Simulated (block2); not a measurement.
# [GeH3]− (SMILES [H][Ge-]([H])[H]) at DMRG/STO-6G

What is the energy change on altering one bond length of [GeH3]− at DMRG/STO-6G? 

The results are computed with block2 0.5.4.

3 further runs of the same task are left out: 3 set aside as unsound or not needed.

## 1. The structure to begin with

The species is [GeH3]− (4 atoms), meant as a singlet with charge -1. SMILES: `[H][Ge-]([H])[H]`. The shape comes from GFN2-xTB, which is rough for such elements, and wasn't checked as a minimum.

Bond lengths: Ge1–H2 1.752 Å, Ge1–H3 1.754 Å, Ge1–H4 1.756 Å. Angles: H2–Ge1–H3 89.1°, H2–Ge1–H4 89.3°, H3–Ge1–H4 89.6°.

## 2. The energy at DMRG/STO-6G

The input, mol.xyz:

```xyz
4
GeH3
Ge    -0.007520     0.005800     0.768010
H      1.421950    -0.031460    -0.244430
H     -0.677460     1.249470    -0.271720
H     -0.736970    -1.223820    -0.251850
```

The input, block2_dmrg.py:

```python
import numpy as np
from pyscf import cc, dft, gto, mp, scf
from pyblock2._pyscf.ao2mo import integrals as itg
from pyblock2.driver.core import DMRGDriver, SymmetryTypes

mol = gto.M(atom="mol.xyz", basis="sto-6g", charge=-1, verbose=3)
print("basis functions          = %d" % (mol.nao))
mf = scf.UHF(mol)
mf.conv_tol = 1e-10
mf.max_cycle = 200
mf.kernel()
if not mf.converged:
    mf = mf.newton().run(mf.mo_coeff, mf.mo_occ)
# follow internal instabilities down to a minimum
for _ in range(5):
    mo, _, ok, _ = mf.stability(return_status=True)
    if ok:
        break
    mf.kernel(mf.make_rdm1(mo, mf.mo_occ))
print("reference energy         = %.10f" % (mf.e_tot))
print("<S^2> of the reference   = %.4f" % (mf.spin_square()[0]))
# MP2, CCSD and CCSD(T) with the same frozen core
ref = mf
pt = mp.MP2(ref, frozen=9).run()
mycc = cc.CCSD(ref, frozen=9)
mycc.max_cycle = 150
mycc.kernel()
print("MP2 total energy         = %.10f" % (pt.e_tot))
if mycc.converged:
    print(f"E(CCSD)                  = {mycc.e_tot:.10f}")
    print(f"E(CCSD(T))               = {mycc.e_tot + mycc.ccsd_t():.10f}")
# a few density functionals on the same geometry and basis
ks = dft.UKS(mol, xc="tpssh").set(conv_tol=1e-9, verbose=3).run(mf.make_rdm1())
if ks.converged:
    print("E(TPSSh)                 = %.8f" % (ks.e_tot))
ks = dft.UKS(mol, xc="m062x").set(conv_tol=1e-9, verbose=3).run(mf.make_rdm1())
if ks.converged:
    print(f"E(M06-2X)                = {ks.e_tot:.8f}")
ks = dft.UKS(mol, xc="blyp").set(conv_tol=1e-9, verbose=3).run(mf.make_rdm1())
if ks.converged:
    print("E(BLYP)                  = %.8f" % (ks.e_tot))
ncas, n_elec, spin, ecore, h1e, g2e, orb_sym = itg.get_uhf_integrals(mf, ncore=9, ncas=12, pg_symm=False, g2e_symm=8)
drv = DMRGDriver(scratch="./tmp", symm_type=SymmetryTypes.SZ, stack_mem=1500 << 20, n_threads=1)
drv.initialize_system(n_sites=ncas, n_elec=n_elec, spin=spin, orb_sym=orb_sym)
mpo = drv.get_qc_mpo(h1e=h1e, g2e=g2e, ecore=ecore, iprint=0)
mps = drv.get_random_mps(tag="GS", bond_dim=112, nroots=1)
bond_dims = [112] * 4 + [150] * 4
noises = [0.0001] * 4 + [1e-05] * 4 + [0]
thrds = [1e-08] * 8
e = drv.dmrg(mpo, mps, n_sweeps=14, tol=1e-07, bond_dims=bond_dims, noises=noises, thrds=thrds, iprint=1)
ms, dws, es = drv.get_dmrg_results()
print("discarded weight         = %.3e" % (dws[-1]))
print(f"total energy             = {e:.10f}")
dm1 = drv.get_1pdm(mps)
print("NOONs                    =", np.round(np.concatenate([np.linalg.eigvalsh(x)[::-1] for x in dm1]), 5).tolist())
print("orbital entropies        =", np.round(drv.get_orbital_entropies(mps, orb_type=1), 4).tolist())
print("max block entropy        = %.4f" % (max(drv.get_bipartite_entanglement(mps))))
```

Launch:

```
python block2_dmrg.py
```

The log of the run:

```text
basis functions          = 21
converged SCF energy = -2065.76945464895  <S^2> = 2.2986058e-12  2S+1 = 1
<class 'pyscf.scf.uhf.UHF'> wavefunction is stable in the internal stability analysis
reference energy         = -2065.7694546489
<S^2> of the reference   = 0.0000
E(UMP2) = -2065.81460626302  E_corr = -0.0451516140734144
E(SCS-UMP2) = -2065.82317966286  E_corr = -0.0537250139128872
E(UCCSD) = -2065.838682317863  E_corr = -0.06922766891680909
MP2 total energy         = -2065.8146062630
E(CCSD)                  = -2065.8386823179
UCCSD(T) correction = -0.000239385294832022
E(CCSD(T))               = -2065.8389217032
converged SCF energy = -2067.25359581755  <S^2> = -3.5527137e-15  2S+1 = 1
E(TPSSh)                 = -2067.25359582
converged SCF energy = -2067.12496949086  <S^2> = -1.4210855e-14  2S+1 = 1
E(M06-2X)                = -2067.12496949
converged SCF energy = -2067.13241006632  <S^2> = 0  2S+1 = 1
E(BLYP)                  = -2067.13241007

Sweep =    0 | Direction =  forward | Bond dimension =  112 | Noise =  1.00e-04 | Dav threshold =  1.00e-08
Time elapsed =      2.263 | E =   -2065.8389143393 | DW = 3.66528e-06

Sweep =    1 | Direction = backward | Bond dimension =  112 | Noise =  1.00e-04 | Dav threshold =  1.00e-08
Time elapsed =      3.971 | E =   -2065.8389576401 | DE = -4.33e-05 | DW = 4.10284e-06

Sweep =    2 | Direction =  forward | Bond dimension =  112 | Noise =  1.00e-04 | Dav threshold =  1.00e-08
Time elapsed =      5.607 | E =   -2065.8389684581 | DE = -1.08e-05 | DW = 4.09671e-06

Sweep =    3 | Direction = backward | Bond dimension =  112 | Noise =  1.00e-04 | Dav threshold =  1.00e-08
Time elapsed =      7.209 | E =   -2065.8389684592 | DE = -1.05e-09 | DW = 4.45936e-06

Sweep =    4 | Direction =  forward | Bond dimension =  150 | Noise =  1.00e-05 | Dav threshold =  1.00e-08
Time elapsed =      9.269 | E =   -2065.8389717365 | DE = -3.28e-06 | DW = 3.40530e-07

Sweep =    5 | Direction = backward | Bond dimension =  150 | Noise =  1.00e-05 | Dav threshold =  1.00e-08
Time elapsed =     11.798 | E =   -2065.8389717797 | DE = -4.32e-08 | DW = 5.23624e-07

Sweep =    6 | Direction =  forward | Bond dimension =  150 | Noise =  1.00e-05 | Dav threshold =  1.00e-08
Time elapsed =     14.309 | E =   -2065.8389730712 | DE = -1.29e-06 | DW = 3.45893e-07

Sweep =    7 | Direction = backward | Bond dimension =  150 | Noise =  1.00e-05 | Dav threshold =  1.00e-08
Time elapsed =     16.760 | E =   -2065.8389730728 | DE = -1.59e-09 | DW = 5.34491e-07

Sweep =    8 | Direction =  forward | Bond dimension =  150 | Noise =  0.00e+00 | Dav threshold =  1.00e-08
Time elapsed =     19.055 | E =   -2065.8389731589 | DE = -8.62e-08 | DW = 2.57997e-07

discarded weight         = 2.580e-07
total energy             = -2065.8389731589
NOONs                    = [0.99997, 0.99996, 0.99996, 0.99982, 0.99981, 0.99511, 0.97979, 0.97788, 0.97785, 0.02517, 0.02515, 0.01952, 0.99997, 0.99996, 0.99996, 0.99982, 0.99981, 0.99511, 0.97979, 0.97788, 0.97785, 0.02517, 0.02515, 0.01952]
orbital entropies        = [0.0804, 0.0069, 0.0069, 0.0131, 0.0132, 0.0007, 0.1748, 0.1745, 0.1522, 0.1933, 0.1925, 0.1766]
max block entropy        = 0.3686
```

It took 27 s on 1 thread of Arm Neoverse V2, shared host; peak memory 0.37 GiB.

## 3. The distorted shape: the energy at DMRG/STO-6G

The input, block2_dmrg.py:

```python
import numpy as np
from pyscf import cc, dft, gto, mcscf, mp, scf
from pyblock2._pyscf.ao2mo import integrals as itg
from pyblock2.driver.core import DMRGDriver, SymmetryTypes

mol = gto.M(atom="""
Ge
H 1 1.752087
H 1 1.754016 2 89.09265
H 1 3.8636 2 89.33642 3 89.64169
""", basis="sto-6g", charge=-1, verbose=3)
print("nao                            = %d" % (mol.nao))
mf = scf.RHF(mol)
mf.conv_tol = 1e-10
mf.max_cycle = 200
mf.kernel()
if not mf.converged:
    mf = mf.newton().run(mf.mo_coeff, mf.mo_occ)
print("E(SCF)                         = %.10f" % (mf.e_tot))
# single-reference ladder for comparison
ref = mf
pt = mp.MP2(ref, frozen=9).run()
mycc = cc.CCSD(ref, frozen=9)
mycc.max_cycle = 150
mycc.kernel()
print(f"MP2 total energy               = {pt.e_tot:.10f}")
if mycc.converged:
    print("CCSD total energy              = %.10f" % (mycc.e_tot))
    print(f"CCSD(T) total energy           = {mycc.e_tot + mycc.ccsd_t():.10f}")
    print("T1 diagnostic                  = %.4f" % (mycc.get_t1_diagnostic()))
# a few density functionals on the same geometry and basis
ks = dft.RKS(mol, xc="tpssh").set(conv_tol=1e-9, verbose=3).run()
if ks.converged:
    print(f"E(TPSSh)                       = {ks.e_tot:.8f}")
ks = dft.RKS(mol, xc="m062x").set(conv_tol=1e-9, verbose=3).run()
if ks.converged:
    print("E(M06-2X)                      = %.8f" % (ks.e_tot))
ks = dft.RKS(mol, xc="blyp").set(conv_tol=1e-9, verbose=3).run()
if ks.converged:
    print(f"E(BLYP)                        = {ks.e_tot:.8f}")
# rotate to MP2 natural orbitals
occ_no, mo = mcscf.addons.make_natural_orbitals(mp.MP2(mf, frozen=9).run())
mf.mo_coeff = mo
ncas, n_elec, spin, ecore, h1e, g2e, orb_sym = itg.get_rhf_integrals(mf, ncore=9, ncas=12, pg_symm=False, g2e_symm=1)
dmrg = DMRGDriver(scratch="./tmp", symm_type=SymmetryTypes.SU2, stack_mem=1500 << 20, n_threads=1)
# order the orbitals along the chain
idx = dmrg.orbital_reordering(h1e, g2e, method="fiedler")
print("orbital order:", idx.tolist())
h1e = h1e[np.ix_(idx, idx)]
g2e = g2e[np.ix_(idx, idx, idx, idx)]
orb_sym = np.array(orb_sym)[idx]
dmrg.initialize_system(n_sites=ncas, n_elec=n_elec, spin=spin, orb_sym=orb_sym)
mpo = dmrg.get_qc_mpo(h1e=h1e, g2e=g2e, ecore=ecore, iprint=0)
occs = np.array([1.8] * 9 + [0.2] * 3)[idx]
psi = dmrg.get_random_mps(tag="GS", bond_dim=50, nroots=1, occs=occs)
bond_dims = [50] * 4 + [100] * 2
noises = [0.0001] * 4 + [1e-05] * 2 + [0]
thrds = [1e-09] * 6
e = dmrg.dmrg(mpo, psi, n_sweeps=12, tol=1e-06, bond_dims=bond_dims, noises=noises, thrds=thrds, iprint=1)
ms, dws, es = dmrg.get_dmrg_results()
print("max discarded weight           = %.3e" % (dws[-1]))
print(f"E(final)                       = {e:.10f}")
dm1 = dmrg.get_1pdm(psi)
print("natural occupations            =", np.round(np.linalg.eigvalsh(dm1)[::-1], 5).tolist())
c_act = mf.mo_coeff[:, 9:21][:, idx]
dm_ao = c_act @ dm1 @ c_act.T + 2 * mf.mo_coeff[:, :9] @ mf.mo_coeff[:, :9].T
print("dipole moment (debye)          =", np.round(scf.hf.dip_moment(mol, dm_ao, verbose=0), 4).tolist())
print(f"max block entropy              = {max(dmrg.get_bipartite_entanglement(psi)):.4f}")
# exact diagonalisation in the same space
ci = mcscf.CASCI(mf, 12, (9, 9))
ci.fix_spin_(ss=0)
ci.fcisolver.conv_tol = 1e-10
ci.fcisolver.max_cycle = 200
ci.kernel()
print(f"E(FCI)                         = {ci.e_tot:.10f}")
```

Launch:

```
python block2_dmrg.py
```

The log of the run:

```text
nao                            = 21
converged SCF energy = -2065.52110133734
E(SCF)                         = -2065.5211013373
E(RMP2) = -2065.60666476478  E_corr = -0.0855634274434613
E(SCS-RMP2) = -2065.62262374654  E_corr = -0.101522409197585
E(CCSD) = -2065.550776207908  E_corr = -0.02967487056830205
MP2 total energy               = -2065.6066647648
CCSD total energy              = -2065.5507762079
CCSD(T) correction = -0.000196610294659353
CCSD(T) total energy           = -2065.5509728182
T1 diagnostic                  = 0.1273
SCF not converged.
SCF energy = -2066.46635084143
converged SCF energy = -2066.90638302635
E(M06-2X)                      = -2066.90638303
SCF not converged.
SCF energy = -2066.00234750669
E(RMP2) = -2065.60666476478  E_corr = -0.0855634274434613
E(SCS-RMP2) = -2065.62262374654  E_corr = -0.101522409197585
orbital order: [8, 9, 5, 7, 6, 11, 10, 4, 3, 1, 2, 0]

Sweep =    0 | Direction =  forward | Bond dimension =   50 | Noise =  1.00e-04 | Dav threshold =  1.00e-09
Time elapsed =      0.243 | E =   -2065.6579167203 | DW = 1.64366e-07

Sweep =    1 | Direction = backward | Bond dimension =   50 | Noise =  1.00e-04 | Dav threshold =  1.00e-09
Time elapsed =      0.677 | E =   -2065.6756972444 | DE = -1.78e-02 | DW = 4.77091e-07

Sweep =    2 | Direction =  forward | Bond dimension =   50 | Noise =  1.00e-04 | Dav threshold =  1.00e-09
Time elapsed =      1.113 | E =   -2065.6764059370 | DE = -7.09e-04 | DW = 1.62169e-06

Sweep =    3 | Direction = backward | Bond dimension =   50 | Noise =  1.00e-04 | Dav threshold =  1.00e-09
Time elapsed =      1.540 | E =   -2065.6765320099 | DE = -1.26e-04 | DW = 7.11638e-07

Sweep =    4 | Direction =  forward | Bond dimension =  100 | Noise =  1.00e-05 | Dav threshold =  1.00e-09
Time elapsed =      2.295 | E =   -2065.6765331723 | DE = -1.16e-06 | DW = 2.15502e-08

Sweep =    5 | Direction = backward | Bond dimension =  100 | Noise =  1.00e-05 | Dav threshold =  1.00e-09
Time elapsed =      3.246 | E =   -2065.6765331995 | DE = -2.72e-08 | DW = 9.52496e-09

Sweep =    6 | Direction =  forward | Bond dimension =  100 | Noise =  0.00e+00 | Dav threshold =  1.00e-07
Time elapsed =      4.069 | E =   -2065.6765331956 | DE = 3.86e-09 | DW = 8.57478e-17

max discarded weight           = 8.575e-17
E(final)                       = -2065.6765331956
natural occupations            = [1.99994, 1.99993, 1.99993, 1.99984, 1.99955, 1.99082, 1.95828, 1.95523, 1.17395, 0.82647, 0.05186, 0.0442]
dipole moment (debye)          = [-0.8935, -0.208, -0.8846]
max block entropy              = 1.0772
CASCI E = -2065.67653321225  E(CI) = -103.361203839778  S^2 = 0.0000000
E(FCI)                         = -2065.6765332122
```

Run time: 19 s. Hardware: 1 thread of Arm Neoverse V2, shared host; peak memory 0.29 GiB.

## 4. Results

Level: DMRG/STO-6G, 9 core orbitals frozen.

| quantity | value |
| --- | --- |
| run 1, DMRG/STO-6G: total energy | -2065.83897 Eh |
| distorted shape: total energy | -2065.67653 Eh |
| distorted shape: T1 diagnostic of the CCSD step | 0.127 |
| energy change with the Ge1–H4 bond stretched from 1.756 to 3.864 Å | 4.420 eV |

**Reading.** With the Ge1–H4 bond stretched from 1.756 to 3.864 Å the energy rises by 4.42 eV (102 kcal/mol). The first shape isn't relaxed at this level, so the change isn't measured from a minimum. The minimal basis adds a large error of its own. The T1 diagnostic (distorted shape) of 0.127 is above the customary mark for such species, so a single reference may not serve.
